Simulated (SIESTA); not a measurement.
Crystal: BiTe.

```xyz
2
Lattice="0.0000 3.2350 3.2350 3.2350 0.0000 3.2350 3.2350 3.2350 0.0000" Properties=species:S:1:pos:R:3 pbc="T T T"
Bi    0.0000    0.0000    0.0000
Te    3.2350    3.2350    3.2350
```

* Program: SIESTA 5.4.2
* Task: relaxation of cell and atoms
* Functional: PBE-libxc
* Potentials or basis: PseudoDojo 0.4 standard (PBE files)
* Basis: SZ (energy shift 0.002 Ry)
* Grid cutoff: 750 Ry
* Energy shift: 0.002 Ry
* k mesh: 5 × 5 × 5
* Occupations: fermi-dirac, width 0.05 eV
* Spin: non-collinear spin, ferromagnetic start
* Starting moments: [[0.0, 0.0, 0.5], [0.0, 0.0, 0.0]] μB

At the start: pressure 5.9 GPa; volume 33.86 Å³/atom.

Task: Where does the relaxation end?

Result: Over 4 steps the energy falls by 61.3 meV/atom and the volume is 37.56 Å³/atom (+10.9 %); space group Fm-3m (No. 225, to 0.05 Å); moment 0.00 μB per cell.

Step by step:
```
step  energy change (eV)  largest force (eV/Å)  pressure (GPa)  volume (Å³)
   1              0.0000                0.0000            5.87        67.71
   2             -0.0147                0.0000            5.47        68.13
   3             -0.1222                0.0000            0.37        74.51
   4             -0.1227                0.0000           -0.03        75.12
```

Final structure:
```
Bi Te
1.0
     0.00018    3.34909    3.34909
     3.34909    0.00018    3.34909
     3.34909    3.34909    0.00018
Bi Te
1 1
Direct
  0.00000 0.00000 0.00000
  0.50000 0.50000 0.50000
```

Caveat: the basis has no polarisation orbitals; the volume moved by +11 % from the deposited cell, more than functionals usually miss; the basis of atomic orbitals isn't converged, which shifts pressures, moduli and gaps.
